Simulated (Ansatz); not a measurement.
# C2H5FGaN: up Jacob's ladder to CCSD(T)

Aim: compute C2H5FGaN with functionals from several rungs and with coupled cluster. The yardstick is the atomisation energy at the CCSD(T) limit.

The runs use Ansatz 0.2.0, Gaussian basis; functionals in def2-TZVPP, the program's frozen cores in correlated methods.

Levels to be run: LDA (SPW92), PBE-D4, revPBE-D4, BLYP-D4, r2SCAN-D4, B97M-V, PBE0-D4, B3LYP-D4, r2SCANh-D4, r2SCAN0-D4, HSE06-D4, BHLYP-D4, CAM-B3LYP-D4, LC-ωPBE, ωB97X-V, ωB97M-V, B2PLYP, PBE-QIDH; CCSD(T)/def2-SVP; CCSD(T)/def2-TZVPP; MP2/def2-QZVPP; extrapolation to the limit; RPA on PBE.

## Step 1: The geometry

The geometry comes from an earlier relaxation with PBE0-D4 in a triple-zeta def2 set; it is a stationary point, not always the lowest conformer.

SMILES `[CH3][GaH][C](=N)F`, 10 atoms, charge 0, spin multiplicity 1.

Atoms are counted from 1 here; the program's logs count them from 0.

Bond lengths: C1–Ga2 1.954 Å, C1–H6 1.094 Å, C1–H7 1.092 Å, C1–H8 1.090 Å, Ga2–C3 1.999 Å, Ga2–H9 1.566 Å, C3–N4 1.249 Å, C3–F5 1.367 Å, N4–H10 1.023 Å. Angles: Ga2–C1–H6 109.2°, Ga2–C1–H7 109.7°, Ga2–C1–H8 112.5°, H6–C1–H7 107.4°, H6–C1–H8 108.1°, H7–C1–H8 109.7°, C1–Ga2–C3 116.4°, C1–Ga2–H9 126.6°, C3–Ga2–H9 116.9°, Ga2–C3–N4 121.0°, Ga2–C3–F5 118.0°, N4–C3–F5 120.9°, C3–N4–H10 112.9°.

## Step 2: LDA

This LDA is Slater exchange with PW92 correlation.

Contents of in.yaml:

```yaml
crystal:
  periodic: [false, false, false]
  atoms:
    - {symbol: C, position_ang: [-1.626356, -0.829673, -0.064691]}
    - {symbol: Ga, position_ang: [-0.154864, -0.020414, 0.933914]}
    - {symbol: C, position_ang: [1.431202, 0.562175, -0.134479]}
    - {symbol: N, position_ang: [1.294978, 1.278190, -1.149246]}
    - {symbol: F, position_ang: [2.672630, 0.204910, 0.311809]}
    - {symbol: H, position_ang: [-1.401290, -1.885027, -0.246884]}
    - {symbol: H, position_ang: [-1.723340, -0.343157, -1.036965]}
    - {symbol: H, position_ang: [-2.574187, -0.773457, 0.470856]}
    - {symbol: H, position_ang: [-0.107129, 0.246426, 2.476512]}
    - {symbol: H, position_ang: [2.188345, 1.560016, -1.560837]}
basis:
  gaussian: {orbitals: def2-TZVPP}
hamiltonian: {xc: lda}
output: {orbitals: {seedname: orbitals}}
```

Launch:

```
ansatz run in.yaml --threads 2 --pin off --events-out ev --progress --plain --max-ram 22528MiB --backend cpu
```

The runs that follow: PBE-D4 (GGA); revPBE-D4 (GGA); BLYP-D4 (GGA); r2SCAN-D4 (meta-GGA); B97M-V (meta-GGA); PBE0-D4 (hybrid); B3LYP-D4 (hybrid); r2SCANh-D4 (hybrid); r2SCAN0-D4 (hybrid); HSE06-D4 (hybrid); BHLYP-D4 (hybrid); CAM-B3LYP-D4 (range-separated); LC-ωPBE (range-separated); ωB97X-V (range-separated); ωB97M-V (range-separated); B2PLYP (double hybrid); PBE-QIDH (double hybrid); CCSD(T) in def2-SVP; CCSD(T) in def2-TZVPP; MP2 in def2-QZVPP; RPA on PBE orbitals.

Before running them: what should the planned runs give, taken together? Wanted: atomisation energy, CCSD(T)/CBS; farthest beyond LDA; mean size of error, GGA; mean size of error, meta-GGA; mean size of error, hybrid; mean size of error, range-separated; mean size of error, double hybrid; gap, smallest and largest; T1 diagnostic.

**Answer**, as computed:

| quantity | value |
| --- | --- |
| atomisation energy, CCSD(T)/CBS | 3546.4 kJ/mol |
| functionals within 35.5 kJ/mol (1.0 %) | revPBE-D4, BLYP-D4, r2SCAN-D4, B97M-V, PBE0-D4, B3LYP-D4, r2SCANh-D4, HSE06-D4, CAM-B3LYP-D4, LC-ωPBE, ωB97X-V, ωB97M-V, PBE-QIDH |
| farthest beyond LDA | BHLYP-D4 (-140.6 kJ/mol) |
| mean size of error, GGA | 40.3 kJ/mol |
| mean size of error, meta-GGA | 7.9 kJ/mol |
| mean size of error, hybrid | 43.2 kJ/mol |
| mean size of error, range-separated | 14.0 kJ/mol |
| mean size of error, double hybrid | 30.3 kJ/mol |
| gap, smallest and largest | 3.99 eV (LDA (SPW92)), 11.23 eV (LC-ωPBE) |
| T1 diagnostic | 0.0137 |
| triples share of the correlation energy | 3.9 % |

What this shows: LDA overbinds by 582.4 kJ/mol (16 %). PBE-D4 is off by +106.3 kJ/mol. Double hybrids carry the basis error of their MP2 part in triple zeta, and no dispersion term here, so their miss is partly the set-up's. The rungs meta-GGA, range-separated, double hybrid miss on average by less than the doubt on the reference (35.5 kJ/mol), so they tie. Misses under about 35.5 kJ/mol are within the doubt on the reference itself, which lacks core-valence correlation, relativity and higher excitations, and its outer-core shells are covered unevenly. Hartree-Fock recovers 69 % of the binding; the rest is correlation. CCSD(T) in def2-SVP is off by -197.9 kJ/mol, which most functionals beat. Orbital gaps span 4.0 to 11.2 eV; exact exchange widens them. Correlated methods include outer-core shells of Ga, which these sets cover unevenly.
